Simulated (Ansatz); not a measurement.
# Cs2PdI6: the cost of one run

Program: Ansatz 0.2.0. Level of theory: DFT LDA+U (U_eff = 2 eV on Pd d), plane waves, PAW. These are calculated values, not measurements.

## 1. The system as given

The structure is tetragonal, space group I4/mmm (No. 139). Conventional cell: a = 8.987 Å, b = 8.987 Å, c = 9.240 Å, α = 90.00°, β = 90.00°, γ = 90.00°. Around Cs (site symmetry -4m2) lie 8 I at 3.97 Å. Around Pd (site symmetry 4/mmm) lie 4 I at 2.62 Å. I (site symmetry m2m) is surrounded by 1 Pd at 2.62 Å. Around I (site symmetry 4mm) lie 1 I at 2.77 Å.

As a file:

```cif
data_structure
_symmetry_space_group_name_H-M 'I4/mmm'
_symmetry_Int_Tables_number 139
_cell_length_a 8.9870
_cell_length_b 8.9870
_cell_length_c 9.2400
_cell_angle_alpha 90.000
_cell_angle_beta 90.000
_cell_angle_gamma 90.000
_cell_volume 746.28
loop_
_atom_site_label
_atom_site_type_symbol
_atom_site_symmetry_multiplicity
_atom_site_Wyckoff_symbol
_atom_site_fract_x
_atom_site_fract_y
_atom_site_fract_z
_atom_site_occupancy
Cs1 Cs 4 d 0.00000 0.50000 0.25000 1
Pd1 Pd 2 a 0.00000 0.00000 0.00000 1
I1 I 8 h 0.29379 0.29379 0.50000 1
I2 I 4 e 0.00000 0.00000 0.65006 1
```

Magnetic order typed: ferromagnetic.

An earlier series on this cell reached its lowest free state from «random orbitals: single harmonics, first filling», perhaps among other starts (it ended without moments).

## 2. Random orbitals: single harmonics, second filling

input.yaml reads:

```yaml
crystal:
  lattice:
    - [-4.4935, 4.4935, 4.62]
    - [4.4935, -4.4935, 4.62]
    - [4.4935, 4.4935, -4.62]
  atoms:
    - { symbol: Cs, position: [0.75, 0.25, 0.5] }
    - { symbol: Cs, position: [0.25, 0.75, 0.5] }
    - { symbol: Pd, position: [0.0, 0.0, 0.0], spin: 0.3 }
    - { symbol: I, position: [0.79379, 0.79379, 0.58758] }
    - { symbol: I, position: [0.79379, 0.20621, 0.0] }
    - { symbol: I, position: [0.20621, 0.20621, 0.41242] }
    - { symbol: I, position: [0.20621, 0.79379, 0.0] }
    - { symbol: I, position: [0.65006, 0.65006, 0.0] }
    - { symbol: I, position: [0.34994, 0.34994, 0.0] }
basis:
  ecutwfc: 420
  ecutrho_ratio: 4
kpoints:
  mp_grid: { grid: [3, 3, 3] }
hamiltonian:
  xc: lda
  hubbard:
    sites:
      - { site: 2, l: d, u_eff: 2.0, starting_ns: [{ spin: up, occupation_matrix: s2up }, { spin: down, occupation_matrix: s2down }] }
    occupation_matrices:
      s2up:
        matrix:
          - [0.02, 0.0, 0.0, 0.0, 0.0]
          - [0.0, 0.02, 0.0, 0.0, 0.0]
          - [0.0, 0.0, 0.97, 0.0, 0.0]
          - [0.0, 0.0, 0.0, 0.97, 0.0]
          - [0.0, 0.0, 0.0, 0.0, 0.97]
      s2down:
        matrix:
          - [0.97, 0.0, 0.0, 0.0, 0.0]
          - [0.0, 0.97, 0.0, 0.0, 0.0]
          - [0.0, 0.0, 0.02, 0.0, 0.0]
          - [0.0, 0.0, 0.0, 0.97, 0.0]
          - [0.0, 0.0, 0.0, 0.0, 0.02]
    ns_hold: { iters: 12 }
scf:
  occupations: { method: gaussian, width: 0.05 }
  lower_state_search: "off"
  max_iter: 150
output:
  forces: true
  stress: true
  eigenvalues: true
  populations: true
  hubbard: { sites: [{ site: 2, l: d }] }
magnetization:
  spin_polarized: true
```

The typed matrices put 0.97 on the chosen orbitals and 0.02 on the others, and are held for 12 cycles.

Command:

```
> ansatz run input.yaml --threads 4 --pin off --max-ram 6144MiB --backend cpu --events-out ev --progress --plain --runs-dir out
```

What time and memory should one allow on 4 threads of AMD EPYC 7R13 (Zen 3), shared host?

About 20 s, with a peak of 1.3 GiB.
